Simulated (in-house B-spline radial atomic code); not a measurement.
# Dy⁸⁺: binding energies from hole states

How tightly is each shell of Dy⁸⁺ bound, and how much do the other electrons relax when one leaves?

The numbers are computed with in-house B-spline radial atomic code version 1 (Dirac-Hartree-Fock, average of configuration, Fermi nucleus, basis-set limit), except any that are marked as measured or tabulated.

## (1) What is computed

```
element       : dysprosium (Z = 66)
charge        : +8
electrons     : 58
configuration : [Kr] 4d10 4f8 5s2 5p2
Hamiltonian   : Dirac-Coulomb
nucleus       : Fermi, rms radius 5.222 fm
```

Outer shells as boxes (Hund's rule):

[Kr] 4d10 4f8 5s2 5p2
```
[Kr] core
4d [↑↓][↑↓][↑↓][↑↓][↑↓]
4f [↑↓][↑ ][↑ ][↑ ][↑ ][↑ ][↑ ]
5s [↑↓]
5p [↑ ][↑ ][  ]
```

The boxes draw the filling by Hund's rule, which heavy ions in jj coupling don't follow; these runs average over all states of the configuration.

Settings of the run:

```ini
Z = 66
electrons = 58.0
configuration = [Kr] 4d10 4f8 5s2 5p2
hamiltonian = dirac
method = hf
spin_polarised = False
nucleus = fermi
rms_radius = 5.2218
mass_number = 164
atomic_mass = 163.929180819
speed_of_light = 137.035999084
```

This reference run was done before. Its total energy is -12144.137212 hartree, and its levels are (the highest eight at most):

```
orbital  occupation  energy (eV)  <r> (bohr)
  4p3/2           4      -445.32      0.5681
  4d3/2           4      -308.37      0.5972
  4d5/2           6      -301.23      0.6074
  5s1/2           2      -167.96       1.199
  5p1/2    0.666667      -144.36       1.285
  4f5/2     3.42857      -140.48      0.7077
  4f7/2     4.57143      -139.46      0.7141
  5p3/2     1.33333      -137.50       1.343
```

## (2) The 3p3/2 hole

In configurations, a minus sign after the shell means j = l − 1/2 and a plus sign j = l + 1/2; the count of electrons follows.

The settings differ from step 1 so:

```diff
@@ -1,4 +1,4 @@
 Z = 66
-electrons = 58.0
-configuration = [Kr] 4d10 4f8 5s2 5p2
+electrons = 57.0
+configuration = 1s2 2s2 2p6 3s2 3p-2 3p+3 3d10 4s2 4p6 4d10 4f8 5s2 5p2
 hamiltonian = dirac
```

From the run's result record (rounded, not every field):

```text
{
  "status": "converged",
  "scf [iteration, energy, orbital gradient]": [
    [1, -12004.5736479, 1.87],
    [2, -12049.1990765, 1.75],
    [3, -12075.1780228, 0.349],
    [4, -12077.071834, 0.123],
    [5, -12077.1512474, 0.0508],
    [6, -12077.1813835, 0.00965],
    [7, -12077.1820671, 0.000795],
    [8, -12077.1820702, 0.000148],
    [9, -12077.1820705, 8.37e-06],
    [10, -12077.1820705, 3.68e-07]
  ],
  "energy [hartree]": {"total": -12077.1820705, "kinetic": 13250.4790364, "nuclear": -29438.7389363, "coulomb": 4356.51433681, "exact_exchange": -245.436507415},
  "breit [hartree]": {"gaunt": 12.75372, "retardation": -1.335502, "frequency_dependence": -0.1777302},
  "qed [hartree]": {"self_energy": 9.093326, "uehling": -1.514376, "wichmann_kroll": 0.05027919},
  "recoil [hartree]": 0.02593845,
  "total_with_corrections [hartree]": -12058.2864106,
  "orbitals [hartree, bohr; first row names the columns]": [
    ["name", "occ", "eps", "<r>"],
    ["1s1/2", 2.0, -1996.8196, 0.021112],
    ["2s1/2", 2.0, -343.36462, 0.089085],
    ["2p1/2", 2.0, -326.29226, 0.074405],
    ["2p3/2", 4.0, -296.65531, 0.081493],
    ["3s1/2", 2.0, -83.371521, 0.23253],
    ["3p1/2", 2.0, -76.147723, 0.22243],
    ["3p3/2", 3.0, -69.899983, 0.2365],
    ["3d3/2", 4.0, -57.320409, 0.20807],
    ["3d5/2", 6.0, -55.829744, 0.21207],
    ["4s1/2", 2.0, -22.145643, 0.52321],
    ["4p1/2", 2.0, -19.11052, 0.53323],
    ["4p3/2", 4.0, -17.622709, 0.56001],
    ["4d3/2", 4.0, -12.595251, 0.58465],
    ["4d5/2", 6.0, -12.31466, 0.59464],
    ["4f5/2", 3.4286, -6.3415379, 0.66376],
    ["4f7/2", 4.5714, -6.2865528, 0.67068],
    ["5s1/2", 2.0, -6.9876594, 1.1663],
    ["5p1/2", 0.66667, -6.0884081, 1.241],
    ["5p3/2", 1.3333, -5.808081, 1.296]
  ],
  "sum_r [bohr^k]": {"-1": 446.0562, "1": 24.90818, "2": 18.69741},
  "energy_minus_base [hartree]": 66.9551414,
  "energy_minus_base_with_corrections [hartree]": 66.8421055
}
```

Wall time 1.2 s (1 thread, shared host).

energy_minus_base is the energy less that of the reference run.

## (3) The 3d3/2 hole

The settings differ from step 2 so:

```diff
@@ -2,3 +2,3 @@
 electrons = 57.0
-configuration = 1s2 2s2 2p6 3s2 3p-2 3p+3 3d10 4s2 4p6 4d10 4f8 5s2 5p2
+configuration = 1s2 2s2 2p6 3s2 3p6 3d-3 3d+6 4s2 4p6 4d10 4f8 5s2 5p2
 hamiltonian = dirac
```

From the record:

```text
{
  "status": "converged",
  "scf [iteration, energy, orbital gradient]": [
    [1, -12016.9431832, 1.92],
    [2, -12061.7480401, 1.6],
    [3, -12087.9573977, 0.349],
    [4, -12089.8659799, 0.123],
    [5, -12089.9452164, 0.0471],
    [6, -12089.975636, 0.00811],
    [7, -12089.9762249, 0.000803],
    [8, -12089.9762283, 0.000141],
    [9, -12089.9762285, 7.31e-06],
    [10, -12089.9762285, 3.44e-07]
  ],
  "energy [hartree]": {"total": -12089.9762285, "kinetic": 13264.1717374, "nuclear": -29458.5919267, "coulomb": 4350.49396199, "exact_exchange": -246.05000122},
  "breit [hartree]": {"gaunt": 12.80721, "retardation": -1.350005, "frequency_dependence": -0.1855396},
  "qed [hartree]": {"self_energy": 9.108675, "uehling": -1.514419, "wichmann_kroll": 0.05028342},
  "recoil [hartree]": 0.02603002,
  "total_with_corrections [hartree]": -12071.0339922,
  "orbitals [hartree, bohr; first row names the columns]": [
    ["name", "occ", "eps", "<r>"],
    ["1s1/2", 2.0, -1996.6868, 0.021115],
    ["2s1/2", 2.0, -343.69997, 0.08909],
    ["2p1/2", 2.0, -326.42374, 0.074389],
    ["2p3/2", 4.0, -297.07154, 0.081425],
    ["3s1/2", 2.0, -83.755398, 0.23226],
    ["3p1/2", 2.0, -76.107128, 0.22232],
    ["3p3/2", 4.0, -70.033989, 0.23514],
    ["3d3/2", 3.0, -57.532874, 0.20926],
    ["3d5/2", 6.0, -56.22019, 0.21167],
    ["4s1/2", 2.0, -22.173427, 0.52273],
    ["4p1/2", 2.0, -19.111568, 0.53305],
    ["4p3/2", 4.0, -17.6661, 0.56009],
    ["4d3/2", 4.0, -12.580895, 0.58361],
    ["4d5/2", 6.0, -12.343132, 0.5935],
    ["4f5/2", 3.4286, -6.3099437, 0.6666],
    ["4f7/2", 4.5714, -6.2988228, 0.66867],
    ["5s1/2", 2.0, -6.9925404, 1.1655],
    ["5p1/2", 0.66667, -6.0894845, 1.2407],
    ["5p3/2", 1.3333, -5.8155862, 1.2944]
  ],
  "sum_r [bohr^k]": {"-1": 446.357, "1": 24.91607, "2": 18.68534},
  "energy_minus_base [hartree]": 54.1609834,
  "energy_minus_base_with_corrections [hartree]": 54.0945239
}
```

It took 1.3 s on 1 thread, shared host.

## (4) The 3d5/2 hole

The settings differ from step 3 so:

```diff
@@ -2,3 +2,3 @@
 electrons = 57.0
-configuration = 1s2 2s2 2p6 3s2 3p6 3d-3 3d+6 4s2 4p6 4d10 4f8 5s2 5p2
+configuration = 1s2 2s2 2p6 3s2 3p6 3d-4 3d+5 4s2 4p6 4d10 4f8 5s2 5p2
 hamiltonian = dirac
```

From the record:

```text
{
  "status": "converged",
  "scf [iteration, energy, orbital gradient]": [
    [1, -12018.3527966, 1.92],
    [2, -12063.122409, 1.59],
    [3, -12089.2923446, 0.35],
    [4, -12091.1963483, 0.123],
    [5, -12091.2758608, 0.0467],
    [6, -12091.3060862, 0.00821],
    [7, -12091.3067122, 0.000801],
    [8, -12091.3067155, 0.000142],
    [9, -12091.3067157, 7.35e-06],
    [10, -12091.3067157, 3.35e-07]
  ],
  "energy [hartree]": {"total": -12091.3067157, "kinetic": 13268.1807786, "nuclear": -29465.1738307, "coulomb": 4351.82325338, "exact_exchange": -246.136916984},
  "breit [hartree]": {"gaunt": 12.83594, "retardation": -1.350166, "frequency_dependence": -0.1847922},
  "qed [hartree]": {"self_energy": 9.104874, "uehling": -1.514384, "wichmann_kroll": 0.05028228},
  "recoil [hartree]": 0.02602494,
  "total_with_corrections [hartree]": -12072.3389411,
  "orbitals [hartree, bohr; first row names the columns]": [
    ["name", "occ", "eps", "<r>"],
    ["1s1/2", 2.0, -1996.585, 0.021115],
    ["2s1/2", 2.0, -343.62415, 0.089095],
    ["2p1/2", 2.0, -326.50517, 0.074433],
    ["2p3/2", 4.0, -296.89768, 0.081408],
    ["3s1/2", 2.0, -83.734497, 0.23229],
    ["3p1/2", 2.0, -76.359087, 0.22221],
    ["3p3/2", 4.0, -69.887106, 0.23528],
    ["3d3/2", 4.0, -57.564935, 0.2077],
    ["3d5/2", 5.0, -56.154874, 0.21336],
    ["4s1/2", 2.0, -22.171175, 0.52279],
    ["4p1/2", 2.0, -19.128165, 0.53282],
    ["4p3/2", 4.0, -17.655416, 0.56031],
    ["4d3/2", 4.0, -12.616427, 0.58385],
    ["4d5/2", 6.0, -12.318783, 0.59298],
    ["4f5/2", 3.4286, -6.3429653, 0.66307],
    ["4f7/2", 4.5714, -6.275435, 0.6714],
    ["5s1/2", 2.0, -6.9922018, 1.1656],
    ["5p1/2", 0.66667, -6.0913846, 1.2404],
    ["5p3/2", 1.3333, -5.8140907, 1.2947]
  ],
  "sum_r [bohr^k]": {"-1": 446.4567, "1": 24.91531, "2": 18.68774},
  "energy_minus_base [hartree]": 52.8304962,
  "energy_minus_base_with_corrections [hartree]": 52.789575
}
```

Run time: 1.3 s. Hardware: 1 thread, shared host.

## (5) The 4s hole

The settings differ from step 4 so:

```diff
@@ -2,3 +2,3 @@
 electrons = 57.0
-configuration = 1s2 2s2 2p6 3s2 3p6 3d-4 3d+5 4s2 4p6 4d10 4f8 5s2 5p2
+configuration = 1s2 2s2 2p6 3s2 3p6 3d10 4s1 4p6 4d10 4f8 5s2 5p2
 hamiltonian = dirac
```

From the record:

```text
{
  "status": "converged",
  "scf [iteration, energy, orbital gradient]": [
    [1, -12056.6707291, 1.82],
    [2, -12098.097128, 1.8],
    [3, -12121.7408759, 0.43],
    [4, -12123.4516379, 0.125],
    [5, -12123.5255387, 0.0438],
    [6, -12123.5524024, 0.0073],
    [7, -12123.5531361, 0.000703],
    [8, -12123.5531388, 0.000147],
    [9, -12123.5531389, 6.85e-06],
    [10, -12123.5531389, 2.9e-07]
  ],
  "energy [hartree]": {"total": -12123.5531389, "kinetic": 13293.8910791, "nuclear": -29563.2915902, "coulomb": 4394.3228602, "exact_exchange": -248.475488031},
  "breit [hartree]": {"gaunt": 12.8647, "retardation": -1.355318, "frequency_dependence": -0.1851286},
  "qed [hartree]": {"self_energy": 9.074464, "uehling": -1.509466, "wichmann_kroll": 0.05012201},
  "recoil [hartree]": 0.02590039,
  "total_with_corrections [hartree]": -12104.5878643,
  "orbitals [hartree, bohr; first row names the columns]": [
    ["name", "occ", "eps", "<r>"],
    ["1s1/2", 2.0, -1994.8455, 0.021114],
    ["2s1/2", 2.0, -341.80522, 0.089143],
    ["2p1/2", 2.0, -324.63754, 0.074453],
    ["2p3/2", 4.0, -295.14412, 0.081466],
    ["3s1/2", 2.0, -82.715255, 0.2335],
    ["3p1/2", 2.0, -75.255203, 0.22332],
    ["3p3/2", 4.0, -69.00992, 0.23641],
    ["3d3/2", 4.0, -56.323471, 0.20927],
    ["3d5/2", 6.0, -54.975792, 0.21336],
    ["4s1/2", 1.0, -22.049031, 0.52909],
    ["4p1/2", 2.0, -18.812333, 0.5376],
    ["4p3/2", 4.0, -17.380565, 0.56539],
    ["4d3/2", 4.0, -12.433107, 0.59101],
    ["4d5/2", 6.0, -12.165193, 0.60086],
    ["4f5/2", 3.4286, -6.2514869, 0.67738],
    ["4f7/2", 4.5714, -6.2106736, 0.68301],
    ["5s1/2", 2.0, -6.9553374, 1.169],
    ["5p1/2", 0.66667, -6.0682902, 1.2453],
    ["5p3/2", 1.3333, -5.7919104, 1.2996]
  ],
  "sum_r [bohr^k]": {"-1": 447.9433, "1": 24.85254, "2": 18.79503},
  "energy_minus_base [hartree]": 20.584073,
  "energy_minus_base_with_corrections [hartree]": 20.5406519
}
```

Wall time 1.3 s (1 thread, shared host).

## (6) The 4p1/2 hole

The settings differ from step 5 so:

```diff
@@ -2,3 +2,3 @@
 electrons = 57.0
-configuration = 1s2 2s2 2p6 3s2 3p6 3d10 4s1 4p6 4d10 4f8 5s2 5p2
+configuration = 1s2 2s2 2p6 3s2 3p6 3d10 4s2 4p-1 4p+4 4d10 4f8 5s2 5p2
 hamiltonian = dirac
```

From the record:

```text
{
  "status": "converged",
  "scf [iteration, energy, orbital gradient]": [
    [1, -12060.1090532, 1.82],
    [2, -12101.3847155, 1.44],
    [3, -12124.7747339, 0.332],
    [4, -12126.4847359, 0.117],
    [5, -12126.5597499, 0.0429],
    [6, -12126.5867014, 0.00803],
    [7, -12126.5876502, 0.000781],
    [8, -12126.5876533, 0.000153],
    [9, -12126.5876535, 7.45e-06],
    [10, -12126.5876535, 2.96e-07]
  ],
  "energy [hartree]": {"total": -12126.5876535, "kinetic": 13297.6083793, "nuclear": -29570.015989, "coulomb": 4394.61596465, "exact_exchange": -248.796008491},
  "breit [hartree]": {"gaunt": 12.84653, "retardation": -1.352475, "frequency_dependence": -0.1851311},
  "qed [hartree]": {"self_energy": 9.100573, "uehling": -1.513466, "wichmann_kroll": 0.05025008},
  "recoil [hartree]": 0.02599135,
  "total_with_corrections [hartree]": -12107.6153836,
  "orbitals [hartree, bohr; first row names the columns]": [
    ["name", "occ", "eps", "<r>"],
    ["1s1/2", 2.0, -1994.8862, 0.021114],
    ["2s1/2", 2.0, -341.83484, 0.08913],
    ["2p1/2", 2.0, -324.61191, 0.074461],
    ["2p3/2", 4.0, -295.15837, 0.081462],
    ["3s1/2", 2.0, -82.751024, 0.23322],
    ["3p1/2", 2.0, -75.19589, 0.22361],
    ["3p3/2", 4.0, -69.012417, 0.2364],
    ["3d3/2", 4.0, -56.299878, 0.20926],
    ["3d5/2", 6.0, -54.970461, 0.21336],
    ["4s1/2", 2.0, -21.851617, 0.52659],
    ["4p1/2", 1.0, -18.995706, 0.5338],
    ["4p3/2", 4.0, -17.474438, 0.56476],
    ["4d3/2", 4.0, -12.330764, 0.59226],
    ["4d5/2", 6.0, -12.191823, 0.60051],
    ["4f5/2", 3.4286, -6.216168, 0.67952],
    ["4f7/2", 4.5714, -6.2164425, 0.6828],
    ["5s1/2", 2.0, -6.9685478, 1.1697],
    ["5p1/2", 0.66667, -6.0554606, 1.2516],
    ["5p3/2", 1.3333, -5.7953748, 1.2991]
  ],
  "sum_r [bohr^k]": {"-1": 448.0452, "1": 24.84682, "2": 18.78579},
  "energy_minus_base [hartree]": 17.5495583,
  "energy_minus_base_with_corrections [hartree]": 17.5131326
}
```

Wall time 1.3 s (1 thread, shared host).

Radial density 4πr²n(r) and radial functions P(r) = rR(r):

```
r (bohr)      4πr²n    4p3/2   4f7/2    5p3/2
 0.00191      13.11   0.0063  0.0000   0.0028
 0.00288      23.70   0.0136  0.0000   0.0060
 0.00433      40.01   0.0285  0.0000   0.0126
 0.00652      61.49   0.0587  0.0000   0.0259
 0.00982      82.17   0.1162  0.0000   0.0513
  0.0148      90.79   0.2173  0.0002   0.0959
  0.0223      83.37   0.3705  0.0008   0.1633
  0.0335      82.21   0.5420  0.0032   0.2383
  0.0505      107.4   0.6045  0.0128   0.2640
  0.0760      113.4   0.3278  0.0458   0.1379
   0.114      89.06  -0.3565  0.1409  -0.1659
   0.172      103.5  -0.8922  0.3645  -0.3841
   0.259      71.78  -0.2833  0.7401  -0.0653
   0.390      46.86   1.1234  1.1249   0.5218
   0.588      47.64   1.4890  1.2098   0.2941
   0.885      18.04   0.6819  0.8822  -0.6920
    1.33      5.765   0.1142  0.4022  -1.0281
    2.01     0.6359   0.0055  0.0897  -0.4491
    3.02   0.006878   0.0001  0.0068  -0.0547
    4.55  2.145e-06   0.0000  0.0001  -0.0011
```

On the record's full grid the radial density has clear maxima near r = 0.015, 0.062, 0.17, 0.48 bohr.

X-ray form factor of the spherical density:

```
sinθ/λ (1/Å)  f (electrons)
           0         57.000
         0.1         55.655
         0.2         52.044
         0.3         47.161
         0.4         42.002
         0.6         32.980
         0.8         26.357
           1         21.756
         1.4         16.542
         1.8         13.464
         2.5          9.091
           4          4.997
           6          3.224
```

## (7) The 4p3/2 hole

The settings differ from step 6 so:

```diff
@@ -2,3 +2,3 @@
 electrons = 57.0
-configuration = 1s2 2s2 2p6 3s2 3p6 3d10 4s2 4p-1 4p+4 4d10 4f8 5s2 5p2
+configuration = 1s2 2s2 2p6 3s2 3p6 3d10 4s2 4p-2 4p+3 4d10 4f8 5s2 5p2
 hamiltonian = dirac
```

From the record:

```text
{
  "status": "converged",
  "scf [iteration, energy, orbital gradient]": [
    [1, -12062.2015456, 1.82],
    [2, -12103.0196625, 1.42],
    [3, -12126.1980827, 0.329],
    [4, -12127.8798702, 0.116],
    [5, -12127.9539268, 0.0434],
    [6, -12127.9802842, 0.00824],
    [7, -12127.981158, 0.000743],
    [8, -12127.9811607, 0.000147],
    [9, -12127.9811609, 7.7e-06],
    [10, -12127.9811609, 3.13e-07]
  ],
  "energy [hartree]": {"total": -12127.9811609, "kinetic": 13302.2967461, "nuclear": -29577.9349022, "coulomb": 4396.56599691, "exact_exchange": -248.909001713},
  "breit [hartree]": {"gaunt": 12.86223, "retardation": -1.352552, "frequency_dependence": -0.1831436},
  "qed [hartree]": {"self_energy": 9.098848, "uehling": -1.513727, "wichmann_kroll": 0.05025977},
  "recoil [hartree]": 0.02596769,
  "total_with_corrections [hartree]": -12108.9932798,
  "orbitals [hartree, bohr; first row names the columns]": [
    ["name", "occ", "eps", "<r>"],
    ["1s1/2", 2.0, -1994.789, 0.021114],
    ["2s1/2", 2.0, -341.77637, 0.089132],
    ["2p1/2", 2.0, -324.59284, 0.074451],
    ["2p3/2", 4.0, -295.0794, 0.081471],
    ["3s1/2", 2.0, -82.70423, 0.23326],
    ["3p1/2", 2.0, -75.211989, 0.22333],
    ["3p3/2", 4.0, -68.938039, 0.23672],
    ["3d3/2", 4.0, -56.269793, 0.20929],
    ["3d5/2", 6.0, -54.913928, 0.21338],
    ["4s1/2", 2.0, -21.835943, 0.52658],
    ["4p1/2", 2.0, -18.889897, 0.53744],
    ["4p3/2", 3.0, -17.484786, 0.564],
    ["4d3/2", 4.0, -12.430644, 0.59129],
    ["4d5/2", 6.0, -12.100941, 0.60175],
    ["4f5/2", 3.4286, -6.2364924, 0.679],
    ["4f7/2", 4.5714, -6.1762019, 0.68567],
    ["5s1/2", 2.0, -6.9662997, 1.1701],
    ["5p1/2", 0.66667, -6.0693126, 1.2454],
    ["5p3/2", 1.3333, -5.7850563, 1.3022]
  ],
  "sum_r [bohr^k]": {"-1": 448.1652, "1": 24.83775, "2": 18.783},
  "energy_minus_base [hartree]": 16.156051,
  "energy_minus_base_with_corrections [hartree]": 16.1352363
}
```

Wall time 1.3 s (1 thread, shared host).

## (8) Binding energies

| hole | ΔSCF (eV) | with Breit, QED, recoil (eV) | −ε of the parent (eV) | −ε less ΔSCF (eV) |
| --- | --- | --- | --- | --- |
| 3p3/2 | 1821.94 | 1818.87 | 1842.18 | 20.23 |
| 3d3/2 | 1473.80 | 1471.99 | 1496.22 | 22.43 |
| 3d5/2 | 1437.59 | 1436.48 | 1459.61 | 22.02 |
| 4s | 560.12 | 558.94 | 566.60 | 6.48 |
| 4p1/2 | 477.55 | 476.56 | 483.87 | 6.33 |
| 4p3/2 | 439.63 | 439.06 | 445.32 | 5.70 |

Relaxation of the remaining electrons brings each binding energy under −ε, by 20.2 eV for 3p3/2 and 5.70 eV for 4p3/2. The spin-orbit splitting of the 3d hole is 35.51 eV with those corrections. Two partly filled shells share a symmetry and can mix in the average, which may lower the energy, in these hole states: 3p3/2; 4p1/2; 4p3/2. Values are for the free ion, measured from the vacuum level.
